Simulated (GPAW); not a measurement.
# Bi2Te3 (Tellurobismuthite) (R-3m) in GPAW: a series of runs

One crystal, Bi2Te3 (Tellurobismuthite), is run at these levels: LDA, TB-mBJ; tasks: band structure, single point.

Program: GPAW 26.7.0. These are calculated values, not measurements. Logs are shortened: lines on timing, memory, paths and dates and some standing lists are left out, and cuts for length are marked. The log counts tension as positive stress, the text compression.

**The experiment to reproduce.**

“Vacancy and Antisite-Induced Ferromagnetism in Liquid-Phase Exfoliated Bi2Te3”, 2024, arxiv:2412.10539 quotes, for a bulk crystal of Bi2Te3: band gap 0.17 eV.

How close the calculation comes is told below.

## (1) The structure

It takes space group R-3m (No. 166, trigonal). Conventional cell: a = 4.386 Å, b = 4.386 Å, c = 30.497 Å, α = 90.00°, β = 90.00°, γ = 120.00°. Bi (site symmetry 3m) has 6 Te at 3.07 to 3.25 Å as nearest neighbours. Te (site symmetry 3m) is surrounded by 3 Bi at 3.07 Å. Te (site symmetry -3m) is surrounded by 6 Bi at 3.25 Å.

## (2) Band structure, LDA

run.py reads:

```python
from ase import Atoms
from ase.dft.bandgap import bandgap
from ase.io import write
from ase.units import GPa
from gpaw import GPAW, PW

atoms = Atoms(['Bi', 'Bi', 'Te', 'Te', 'Te'],
              cell=[[2.193, 1.2661291403, 10.1656666667],
                    [-2.193, 1.2661291403, 10.1656666667],
                    [0.0, -2.5322582807, 10.1656666667]],
              scaled_positions=[[0.6, 0.6, 0.6],
                                [0.4, 0.4, 0.4],
                                [0.7905, 0.7905, 0.7905],
                                [0.2095, 0.2095, 0.2095],
                                [0.0, 0.0, 0.0]],
              pbc=True)

calc = GPAW(mode=PW(600),
            xc='LDA',
            kpts={'size': (5, 5, 5), 'gamma': True},
            occupations={'name': 'fermi-dirac', 'width': 0.05},
            nbands=39,
            convergence={'density': 1e-05, 'energy': 1e-05},
            maxiter=150,
            txt='gpaw.txt')
atoms.calc = calc
energy = atoms.get_potential_energy()
forces = atoms.get_forces()
stress = atoms.get_stress()
calc.write('gs.gpw')
write('result.traj', atoms)
print(f'Energy: {energy:.6f} eV')
print('Forces (eV/A):')
print(forces.round(4))
print('Stress (GPa):', (stress / GPa).round(3))
print('Fermi level:', round(calc.get_fermi_level(), 4), 'eV')
print(f'Gap: {bandgap(calc)[0]:.4f} eV, direct: {bandgap(calc, direct=True)[0]:.4f} eV')

path = atoms.cell.bandpath('GLB1,BZGX,QFP1Z,LP', npoints=60, eps=1e-4)
bs_calc = calc.fixed_density(kpts=path, symmetry='off', nbands=66,
                             convergence={'bands': 'CBM+6.0', 'eigenstates': 1e-6}, txt='bands.txt')
bs = bs_calc.band_structure()
bs.write('bs.json')
print(f'Gap on the path: {bandgap(bs_calc)[0]:.4f} eV')
```

Potentials or basis: the program's PAW data sets (release 1.2.1) made for this functional, pw.

Launch:

```
> OMP_NUM_THREADS=1 python run.py
```

gpaw.txt:

```text
__  _  _
 | _ |_)|_||  |
 |__||  | ||/\| - 26.7.0

Input parameters:
  mode=PW(ecut=600.0),
  convergence={'density': 1e-05, 'energy': 1e-05},
  kpts=MonkhorstPack(size=(5, 5, 5), gamma=True),
  maxiter=150,
  nbands=39,
  occupations=Occupations(name='fermi-dirac', width=0.05),
  xc=XC(name='LDA')

Diagonalizing LCAO Hamiltonian
Converting LCAO to pw mode

       Te

       Bi

       Bi

       Te

       Te

Atoms  # Å, Bohr magnetons
|   | symbol |        x |         y |         z |    initial magnetic moments |
|---|--------|----------|-----------|-----------|-----------------------------|
| 0 |     Bi | 0.000000 | -0.000000 | 18.298200 | ( 0.0000,  0.0000,  0.0000) |
| 1 |     Bi | 0.000000 | -0.000000 | 12.198800 | ( 0.0000,  0.0000,  0.0000) |
| 2 |     Te | 0.000000 | -0.000000 | 24.107879 | ( 0.0000,  0.0000,  0.0000) |
| 3 |     Te | 0.000000 | -0.000000 |  6.389122 | ( 0.0000,  0.0000,  0.0000) |
| 4 |     Te | 0.000000 |  0.000000 |  0.000000 | ( 0.0000,  0.0000,  0.0000) |

Unit cell  # Å
| periodic |         x |         y |         z |   lengths |    angles |
|----------|-----------|-----------|-----------|-----------|-----------|
|      yes |  2.193000 |  1.266129 | 10.165667 | 10.476312 | 24.166112 |
|      yes | -2.193000 |  1.266129 | 10.165667 | 10.476312 | 24.166112 |
|      yes |  0.000000 | -2.532258 | 10.165667 | 10.476312 | 24.166112 |

Number of symmetries: 12
Symmetry operations  # r_c * U_cc + t_c -> r_c
|    | kind |            matrix            |
|----|------|------------------------------|
|  0 |  E   |  1, 0, 0,  0, 1, 0,  0, 0, 1 |
|  1 |  σ   |  1, 0, 0,  0, 0, 1,  0, 1, 0 |
|  2 |  σ   |  0, 1, 0,  1, 0, 0,  0, 0, 1 |
|  3 |  C3  |  0, 1, 0,  0, 0, 1,  1, 0, 0 |
|  4 |  C3  |  0, 0, 1,  1, 0, 0,  0, 1, 0 |
|  5 |  σ   |  0, 0, 1,  0, 1, 0,  1, 0, 0 |
|  6 |  C2  |  0, 0,-1,  0,-1, 0, -1, 0, 0 |
|  7 |  S6  |  0, 0,-1, -1, 0, 0,  0,-1, 0 |
|  8 |  S6  |  0,-1, 0,  0, 0,-1, -1, 0, 0 |
|  9 |  C2  |  0,-1, 0, -1, 0, 0,  0, 0,-1 |
| 10 |  C2  | -1, 0, 0,  0, 0,-1,  0,-1, 0 |
| 11 |  i   | -1, 0, 0,  0,-1, 0,  0, 0,-1 |

BZ-sampling:
  Number of BZ points: 125
  Number of IBZ points: 19

  Monkhorst-Pack size: [5, 5, 5]
  Monkhorst-Pack shift: [0, 0, 0]

K-points  # in reciprocal-cell coordinates
|     |                                coordinates |     weight |
|-----|--------------------------------------------|------------|
|   0 | (  0.00000000,   0.00000000,   0.00000000) | 0.00800000 |
|   1 | (  0.20000000,   0.00000000,  -0.20000000) | 0.04800000 |
|   2 | (  0.20000000,   0.00000000,   0.00000000) | 0.04800000 |
|   3 | (  0.20000000,   0.20000000,  -0.20000000) | 0.04800000 |
|   4 | (  0.20000000,   0.20000000,   0.00000000) | 0.04800000 |
|   5 | (  0.20000000,   0.20000000,   0.20000000) | 0.01600000 |
|   6 | (  0.40000000,  -0.20000000,  -0.20000000) | 0.04800000 |
|   7 | (  0.40000000,   0.00000000,  -0.40000000) | 0.04800000 |
|   8 | (  0.40000000,   0.00000000,  -0.20000000) | 0.09600000 |
|   9 | (  0.40000000,   0.00000000,   0.00000000) | 0.04800000 |
| ... |                                            |            |
|  18 | (  0.40000000,   0.40000000,   0.40000000) | 0.01600000 |

Plane wave coefficients: 5679
Cutoff: 600.0 eV

Spin-components: 1 (collinear spins)
Bands:           39
Projectors:      27
Spin-degeneracy: 2
Datatype:        complex128

Parallelization:
  kpt:    1
  domain: 1
  band:   1

Density:
  Valence electrons: 48.0
  Components: 1
  Grid points: [60 60 60]
  Charge: 0.0  # |e|

Potential:
  Grid points: [60 60 60]

species:
  Bi:
    name:    Bismuth
    Z:       83.0
    valence: 15
    core:    68
    charge:  0.0  # [|e|]
    compensation charges:
      type: gauss
      rc: 0.38  # [Å]
      lmax: 2
    cutoffs:
      filter: 2.23  # [Å]
      core: 2.33  # [Å]
    projectors
    | kind |    occ | energy [eV] | rcut [Å] |
    |------|--------|-------------|----------|
    |   6s |  2.000 |     -14.665 |    1.286 |
    |   6p |  3.000 |      -4.777 |    1.275 |
    |   5d | 10.000 |     -27.225 |    1.349 |
    |    s |        |      12.546 |    1.286 |
    |    p |        |      22.434 |    1.275 |
    |    d |        |      -0.013 |    1.349 |

    Using partial waves for Bi as LCAO basis

  Te:
    name:    Tellurium
    Z:       52.0
    valence: 6
    core:    46
    charge:  0.0  # [|e|]
    compensation charges:
      type: gauss
      rc: 0.36  # [Å]
      lmax: 2
    cutoffs:
      filter: 2.09  # [Å]
      core: 3.17  # [Å]
    projectors
    | kind |    occ | energy [eV] | rcut [Å] |
    |------|--------|-------------|----------|
    |   5s |  2.000 |     -15.337 |    1.180 |
    |   5p |  4.000 |      -6.113 |    1.196 |
    |    s |        |      11.875 |    1.180 |
    |    p |        |      21.098 |    1.196 |
    |    d |        |       0.000 |    1.238 |

    Using partial waves for Te as LCAO basis

Reference energy: -1722989.183779  # eV

eigensolver:
  PPCG
  Converge bands: occupied
  niter=2

density mixing:
  MSR1-Mixer
  Pratt-step length: 0.05
  Maximum mixing coefficient: 0.75
  Old densities: 10
  SVD Regularization: 0.005
  Good broyden scale: 1.0
  Trust region scale: 1.0
  Backstep threshold: 4.0
  History deletion threshold: 6.0
  Fourier metric: weight=20.0, sigma=0.015

occupation numbers:
  Fermi-Dirac:
    width: 0.0500  # eV

poisson solver:
  ecut: 4800.0  # eV

xc functional:
  name: None

convergence criteria:
- Maximum integral of absolute [dens]ity change: 1e-05 electrons / valence electron
- Maximum [total energy] change in last 3 cyles: 1e-05 eV / valence electron
- Maximum integral of absolute [eigenst]ate change: 4e-08 eV^2 / valence electron
maximum number of iterations: 150

SCF iterations
|iter     | |      energy | eigst |  dens |
|---------|-|-------------|-------|-------|
|iter:   1| |  -23.624854 | +0.12 |       |
|iter:   2| |  -23.642314 | -1.94 | -1.34 |
|iter:   3| |  -23.590766 | -2.72 | -1.40 |
|iter:   4| |  -23.474835 | -3.26 | -1.60 |
|iter:   5| |  -23.465205 | -3.81 | -1.96 |
|iter:   6| |  -23.465173 | -4.52 | -2.49 |
|iter:   7| |  -23.465280c| -5.43 | -3.39 |
|iter:   8| |  -23.465307c| -5.86 | -3.87 |
|iter:   9| |  -23.465308c| -7.14 | -4.46 |
|iter:  10| |  -23.465308c| -8.26c| -4.89 |
|iter:  11| |  -23.465308c| -8.72c| -5.48c|

Converged in 11 steps
Energy contributions relative to reference atoms: (reference = -1722989.183779)

Energy contributions:
  Kinetic:          50.887456
  Coulomb:         -49.835634
  Zero:             -2.418783
  External:          0.000000
  Xc:              -22.098003
  Entropy:          -0.000687
  Spinorbit:         0.000000
  ----------------------------
  Free energy:     -23.465651
  Extrapolated:    -23.465308

dipole moment: (-0.000000, 0.000000, -130.900991)  # |e|*Ang

Fermi level: 5.752
Eigenvalues  # (at kpt = [0.000, 0.000, 0.000])
| band index |      eig [eV] | occ [0-2] |
|------------|---------------|-----------|
|          0 |       -17.589 |     2.000 |
|        ... |               |           |
|         16 |         3.558 |     2.000 |
|         17 |         3.919 |     2.000 |
|         18 |         3.919 |     2.000 |
|         19 |         3.944 |     2.000 |
|         20 |         3.944 |     2.000 |
|         21 |         4.805 |     2.000 |
[... 8 lines left out ...]
|         30 |        10.489 |     0.000 |
|         31 |        10.964 |     0.000 |
|        ... |               |           |
|         38 |        12.906 |     0.000 |

Gap: 0.186 eV
Transition (v -> c):
  (s=0, k=0, n=23, [0.00, 0.00, 0.00]) -> (s=0, k=0, n=24, [0.00, 0.00, 0.00])
No difference between direct/indirect transitions

Forces  # eV/Ang
|        x |        y |        z |
|----------|----------|----------|
|  0.00000 |  0.00000 | -0.05475 |  # Bi   0
| -0.00000 | -0.00000 |  0.05475 |  # Bi   1
|  0.00000 |  0.00000 | -0.19377 |  # Te   2
|  0.00000 | -0.00000 |  0.19377 |  # Te   3
|  0.00000 |  0.00000 |  0.00000 |  # Te   4

Stress tensor  # eV/Ang^3
|         x |        y |         z |
|-----------|----------|-----------|
|  0.011662 | 0.000000 | -0.000000 |
| -0.000000 | 0.011662 |  0.000000 |
| -0.000000 | 0.000000 |  0.014558 |

# Writing to gs.gpw (mode='')
```

Wall time 16 min (1 thread of Arm Neoverse V2, shared host); peak memory 1 GiB.

What came out:

```yaml
Free_energy: -23.4657 eV
Pressure: -2.0 GPa
Largest_force: 0.194 eV/Å
Band_gap_on_the_k_mesh: 0.19 eV, direct
Band_gap_along_the_path: 0.19 eV, direct
```

Forces in eV/Å, atoms in the order of the input:
```
Bi   0.000  0.000 -0.055
Bi   0.000  0.000  0.055
Te   0.000  0.000 -0.194
Te   0.000  0.000  0.194
Te   0.000  0.000  0.000
```

Stress tensor (GPa, compression positive):
```
-1.87  0.00  0.00
 0.00 -1.87  0.00
 0.00  0.00 -2.33
```

Levels at the corners of the path, in eV from the valence-band top:
```csv
point,band 21,band 22,band 23,band 24,band 25,band 26,band 27,band 28
Γ,-1.71,-0.85,-0.85,0.00,0.19,0.61,0.61,1.91
L,-2.92,-2.42,-0.90,-0.50,0.49,1.02,2.70,2.73
B1,-2.58,-1.95,-0.97,-0.78,1.14,1.40,2.47,3.18
B,-2.58,-1.95,-0.97,-0.78,1.14,1.40,2.47,3.18
Z,-1.43,-1.14,-1.14,-0.48,0.79,1.09,1.09,1.60
Γ,-1.71,-0.85,-0.85,0.00,0.19,0.61,0.61,1.91
X,-2.99,-1.63,-1.39,-0.64,1.01,1.95,2.01,3.57
Q,-2.99,-1.63,-1.39,-0.64,1.01,1.95,2.01,3.57
F,-2.00,-1.85,-1.54,-0.95,0.79,1.47,2.01,2.58
P1,-2.48,-1.35,-1.34,-1.23,1.12,1.25,1.65,2.55
Z,-1.43,-1.14,-1.14,-0.48,0.79,1.09,1.09,1.60
L,-2.92,-2.42,-0.90,-0.50,0.49,1.02,2.70,2.73
P,-2.48,-1.35,-1.34,-1.23,1.12,1.25,1.65,2.55
```

Caveat: spin-orbit coupling is left out, which as a rule narrows the gap of such compounds by several tenths of an eV; the program warned that so skewed a cell can give wrong results. LDA gaps usually lie below the measured ones, often by a third to a half.

## (3) Single point, TB-mBJ

run.py reads:

```python
from ase import Atoms
from ase.dft.bandgap import bandgap
from ase.io import write
from ase.parallel import parprint
from gpaw import GPAW, PW

atoms = Atoms(['Bi', 'Bi', 'Te', 'Te', 'Te'],
              cell=[[2.193, 1.2661291403, 10.1656666667],
                    [-2.193, 1.2661291403, 10.1656666667],
                    [0.0, -2.5322582807, 10.1656666667]],
              scaled_positions=[[0.6, 0.6, 0.6],
                                [0.4, 0.4, 0.4],
                                [0.7905, 0.7905, 0.7905],
                                [0.2095, 0.2095, 0.2095],
                                [0.0, 0.0, 0.0]],
              pbc=True)

calc = GPAW(mode=PW(600),
            xc='TB09',
            kpts={'size': (6, 6, 6), 'gamma': True},
            occupations={'name': 'fermi-dirac', 'width': 0.05},
            nbands=39,
            convergence={'density': 1e-05, 'energy': 1e-05},
            eigensolver='cg',
            maxiter=150,
            txt='gpaw.txt')
atoms.calc = calc
energy = atoms.get_potential_energy()
calc.write('gs.gpw')
write('result.traj', atoms)
parprint('Fermi level:', round(calc.get_fermi_level(), 4), 'eV')
parprint(f'Gap: {bandgap(calc)[0]:.4f} eV, direct: {bandgap(calc, direct=True)[0]:.4f} eV')
```

Potentials or basis: GPAW PAW data sets for LDA (gpaw-data 1.2.1), pw.

Launch:

```
> OMP_NUM_THREADS=1 mpirun -n 4 gpaw python run.py
```

gpaw.txt:

```text
___ ___ ___ _ _ _
 |   |   |_  | | | |
 | | | | | . | | | |
 |__ |  _|___|_____|  26.7.0
 |___|_|

Input parameters:
  convergence: {density: 1e-05,
                energy: 1e-05}
  eigensolver: cg
  kpts: {gamma: True,
         size: (6, 6, 6)}
  maxiter: 150
  mode: {ecut: 600.0,
         name: pw}
  nbands: 39
  occupations: {name: fermi-dirac,
                width: 0.05}
  xc: TB09

System changes: positions, numbers, cell, pbc, initial_charges, initial_magmoms

Initialize ...

species:
  Bi:
    name:    Bismuth
    Z:       83.0
    valence: 15
    core:    68
    charge:  0.0  # [|e|]
    compensation charges:
      type: gauss
      rc: 0.38  # [Å]
      lmax: 2
    cutoffs:
      filter: 2.23  # [Å]
      core: 2.33  # [Å]
    projectors
    | kind |    occ | energy [eV] | rcut [Å] |
    |------|--------|-------------|----------|
    |   6s |  2.000 |     -14.665 |    1.286 |
    |   6p |  3.000 |      -4.777 |    1.275 |
    |   5d | 10.000 |     -27.225 |    1.349 |
    |    s |        |      12.546 |    1.286 |
    |    p |        |      22.434 |    1.275 |
    |    d |        |      -0.013 |    1.349 |

    Using partial waves for Bi as LCAO basis

  Te:
    name:    Tellurium
    Z:       52.0
    valence: 6
    core:    46
    charge:  0.0  # [|e|]
    compensation charges:
      type: gauss
      rc: 0.36  # [Å]
      lmax: 2
    cutoffs:
      filter: 2.09  # [Å]
      core: 3.17  # [Å]
    projectors
[... 85 lines left out ...]

Number of atoms: 5
Number of atomic orbitals: 30
Number of bands in calculation: 39
Number of valence electrons: 48
Bands to converge: occupied

... initialized

Initializing position-dependent things.

Density initialized from atomic densities
Creating initial wave functions:
  30 bands from LCAO basis set
  9 bands from random numbers

       Te

       Bi

       Bi

       Te

       Te

Atomic positions and initial magnetic moments

Positions:
   0 Bi     0.000000   -0.000000   18.298200    ( 0.0000,  0.0000,  0.0000)
   1 Bi     0.000000   -0.000000   12.198800    ( 0.0000,  0.0000,  0.0000)
   2 Te     0.000000   -0.000000   24.107879    ( 0.0000,  0.0000,  0.0000)
   3 Te     0.000000   -0.000000    6.389122    ( 0.0000,  0.0000,  0.0000)
   4 Te     0.000000    0.000000    0.000000    ( 0.0000,  0.0000,  0.0000)

Unit cell:
           periodic     x           y           z      points  spacing
  1. axis:    yes    2.193000    1.266129   10.165667    60     0.0628
  2. axis:    yes   -2.193000    1.266129   10.165667    60     0.0628
  3. axis:    yes    0.000000   -2.532258   10.165667    60     0.0628

  Lengths:  10.476312  10.476312  10.476312
  Angles:   24.166112  24.166112  24.166112

Effective grid spacing dv^(1/3) = 0.0922

iter:   1 34681.605221
iter:   2 34683.218167   +1.44  -0.82
iter:   3 34688.613004   +0.59  -0.89
iter:   4 34687.637938   -0.12  -1.38
iter:   5 34689.922889   -0.87  -1.30
iter:   6 34692.212760   -1.13  -1.41
iter:   7 34695.309141   -1.36  -1.51
iter:   8 34695.663927   -1.94  -1.70
iter:   9 34697.881147   -1.86  -1.80
iter:  10 34695.217006   -1.74  -1.75
iter:  11 34695.331635   -2.05  -1.93
[... 13 lines left out ...]
iter:  25 34695.046516   -5.04  -3.65
iter:  26 34695.046292   -5.24  -4.00
iter:  27 34695.045185   -5.62  -3.95
iter:  28 34695.047307   -5.85  -3.80
iter:  29 34695.047838   -6.07  -4.10
iter:  30 34695.047658   -6.45  -4.26
iter:  31 34695.046092   -6.94  -4.70
iter:  32 34695.047188   -6.94  -4.62
iter:  33 34695.046612   -7.08  -4.90
iter:  34 34695.046845   -7.37  -4.82
iter:  35 34695.046851c  -7.76c -5.11c

Converged after 35 iterations.

Dipole moment: (-0.000000, 0.000000, -0.000000) |e|*Ang

Energy contributions relative to reference atoms: (reference = -1722989.183779)

Kinetic:        +44.664174
Potential:      -38.591559
External:        +0.000000
XC:            +34694.549803
Entropy (-ST):   -0.000031
Local:           -5.575551
SIC:             +0.000000
--------------------------
Free energy:   +34695.046836
Extrapolated:  +34695.046851

Showing only first 2 kpts
 Kpt  Band  Eigenvalues  Occupancy
  0    22      4.93663    2.00000
  0    23      5.95376    1.99290
  0    24      6.52597    0.00600
  0    25      6.66190    0.00040

  1    22      5.15885    2.00000
  1    23      5.40748    2.00000
  1    24      6.91083    0.00000
  1    25      7.36972    0.00000

Fermi level: 6.23564

Gap: 0.572 eV
Transition (v -> c):
  (s=0, k=0, n=23, [0.00, 0.00, 0.00]) -> (s=0, k=0, n=24, [0.00, 0.00, 0.00])
No difference between direct/indirect transitions
Writing to gs.gpw (mode='')
```

stdout:

```text
Fermi level: 6.2356 eV
Gap: 0.5722 eV, direct: 0.5722 eV
```

Run time: 6.9 min. Hardware: 4 MPI ranks of Arm Neoverse V1, shared host; peak memory 0.74 GiB.

What came out:

| Property | Result |
| --- | --- |
| Band gap on the k mesh | 0.57 eV, direct |

Caveat: a model potential gives levels but no total energy; the PAW data sets were made with another functional, which shifts forces and pressure a little; spin-orbit coupling is left out, which as a rule narrows the gap of such compounds by several tenths of an eV.

## (4) How close it comes

Step 3. A measured gap of Bi2Te3 is 0.17 eV (quoted in “Vacancy and Antisite-Induced Ferromagnetism in Liquid-Phase Exfoliated Bi2Te3”, 2024, arxiv:2412.10539); the calculated 0.57 eV misses it by +0.40 eV. Spin-orbit coupling on Bi, Te is left out. The value is that of TB-mBJ on a finite k mesh, which can miss the band edges, without temperature or zero-point motion.
